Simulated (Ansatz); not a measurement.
Below is the output of a Python script on Ansatz's Python interface that makes a ladder of methods at one geometry of CH8SSi2, SMILES CS[SiH2][SiH3]. Write a script that gives it. Settings (for the species named): LDA, def2-SVP basis, multiplicity 1. The script varies functional: lda, revpbe, blyp, cam_b3lyp, r2scan0, hf.

```yaml
atoms:
  - { symbol: C, position_ang: [0.1603, 2.5639, 0.1921] }
  - { symbol: S, position_ang: [1.0352, 1.0572, 0.2231] }
  - { symbol: Si, position_ang: [-0.5140, -0.4288, -0.1165] }
  - { symbol: Si, position_ang: [0.4550, -2.5534, -0.1096] }
  - { symbol: H, position_ang: [-0.6417, 2.6236, 0.9532] }
  - { symbol: H, position_ang: [-0.3747, 2.7581, -0.7915] }
  - { symbol: H, position_ang: [0.8267, 3.4460, 0.3423] }
  - { symbol: H, position_ang: [-1.4602, -0.2449, 0.9626] }
  - { symbol: H, position_ang: [-1.1327, -0.0951, -1.3573] }
  - { symbol: H, position_ang: [1.3915, -2.7390, -1.1637] }
  - { symbol: H, position_ang: [1.0150, -2.8908, 1.2171] }
  - { symbol: H, position_ang: [-0.6833, -3.5521, -0.3177] }
```

```console
$ python ch8ssi2_methods.py
functional    E (Ha)        dipole (D)   HOMO (eV)  LUMO (eV)
lda          -1015.620667     1.116      -5.367     -1.159
revpbe       -1019.545624     1.106      -5.333     -0.932
blyp         -1019.693153     0.993      -5.133     -0.760
cam_b3lyp    -1019.739633     1.139      -7.837      1.019
r2scan0      -1019.635887     1.253      -6.778     -0.085
hf           -1017.585152     1.308      -9.414      3.232
```

One script that gives this output:

Script `ch8ssi2_methods.py`:
```python
from pathlib import Path

import ansatz
import numpy as np

geometry_ang = [
    ('C', [0.1603, 2.5639, 0.1921]),
    ('S', [1.0352, 1.0572, 0.2231]),
    ('Si', [-0.514, -0.4288, -0.1165]),
    ('Si', [0.455, -2.5534, -0.1096]),
    ('H', [-0.6417, 2.6236, 0.9532]),
    ('H', [-0.3747, 2.7581, -0.7915]),
    ('H', [0.8267, 3.446, 0.3423]),
    ('H', [-1.4602, -0.2449, 0.9626]),
    ('H', [-1.1327, -0.0951, -1.3573]),
    ('H', [1.3915, -2.739, -1.1637]),
    ('H', [1.015, -2.8908, 1.2171]),
    ('H', [-0.6833, -3.5521, -0.3177]),
]
geometry = ansatz.Crystal.molecule()
for symbol, xyz in geometry_ang:
    geometry = geometry.atom(symbol, xyz)

base = geometry.calculation().basis(gaussian='def2-SVP')

print('functional    E (Ha)        dipole (D)   HOMO (eV)  LUMO (eV)')
for name in ['lda', 'revpbe', 'blyp', 'cam_b3lyp', 'r2scan0', 'hf']:
    r = base.functional(name).forces().orbitals().run(threads=1, backend='cpu', runs_dir='runs').report
    lines = Path(r['orbitals_path']).read_text().splitlines()
    field_of = lambda key: [line.split('=')[1].strip() for line in lines if line.startswith(key)]
    orbitals = [(27.211386 * float(e), s, float(n)) for e, s, n in zip(field_of('Ene='), field_of('Spin='), field_of('Occup='))]
    homo = max(e for e, _, n in orbitals if n > 0.5)
    lumo = min(e for e, _, n in orbitals if n < 0.5)
    dipole = 4.803205 * np.linalg.norm(r['charge_distribution']['dipole_moment_e_ang'])
    print(f'{name:10s} {r["free_energy_ev"] / 27.211386246:14.6f} {dipole:9.3f} {homo:11.3f} {lumo:10.3f}')
```

Caveats:
- Total energies depend on the basis set; only differences at equal settings carry meaning.
- The geometry is a force-field or estimated start, not a minimum of this method, and the basis set is short of its limit. A lower total doesn't mark the better method: functionals have no common bound, and MP2 and coupled cluster aren't variational.
- Levels such as HOMO and LUMO are orbital energies: with these approximate functionals they aren't the ionisation energy and electron affinity, and their gap isn't the fundamental gap.
- Run time: 27 s on 1 thread of Arm Neoverse V1, with other jobs on the host, peak memory 0.33 GiB.
